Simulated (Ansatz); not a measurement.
The system is VCrC2.

```
Cr V C
1.0
     1.46063    0.84330    4.73939
    -1.46063    0.84330    4.73939
     0.00000   -1.68659    4.73939
Cr V C
1 1 2
Direct
  0.50000 0.50000 0.50000
  0.00000 0.00000 0.00000
  0.24876 0.24876 0.24876
  0.75124 0.75124 0.75124
```

The cell comes from a database or a generator and needn't be the stable form of this composition.

Base run:

```yaml
Program: Ansatz 0.2.0
Functional: PBEsol
Potentials_or_basis: Ansatz PAW
Cutoff: 420 eV
Density_cutoff: 1680 eV
k_mesh: 11 × 11 × 11
Occupations: fermi-dirac, width 0.05 eV
Spin: collinear spin, ferromagnetic start
Starting_moments: "[3.0, 2.0, 0.0, 0.0] μB"
Hubbard_terms: Cr d U = 1 eV, V d U = 1 eV
```

Its results: band gap on the k mesh none (metal or under the smearing width); pressure -3.7 GPa; net moment 1.53 μB per cell; site moments Cr +1.59; V -0.10; C -0.08 μB; largest force 0.141 eV/Å.

Q: After a change of settings the same cell gave: band gap on the k mesh none (metal or under the smearing width); pressure 6.0 GPa; net moment 1.58 μB per cell; site moments Cr +1.66; V -0.12; C -0.09 μB; largest force 0.210 eV/Å. Which change was it?
A. functional from PBEsol to r2SCAN; cutoff from 420 eV to 500 eV; density cutoff from 1680 eV to 2000 eV; hubbard terms from Cr d U = 1 eV, V d U = 1 eV to none; hubbard projectors from ortho-atomic (the default) to none
B. functional from PBEsol to PBE
C. functional from PBEsol to PBE; hubbard terms from Cr d U = 1 eV, V d U = 1 eV to none; hubbard projectors from ortho-atomic (the default) to none
D. functional from PBEsol to PBE; hubbard terms from Cr d U = 1 eV, V d U = 1 eV to Cr d U = 3 eV, V d U = 3 eV

A: B.

PBE binds less tightly than PBEsol, so the same cell stands under more pressure.

Caveats: the magnetic or orbital state may not be the lowest; the U is typed as a test and isn't derived for this compound; the PAW data sets come from PBE, with cores solved anew for the run's functional, which leaves a small shift of forces and pressure (some runs).

Not every run made on this cell is shown here.
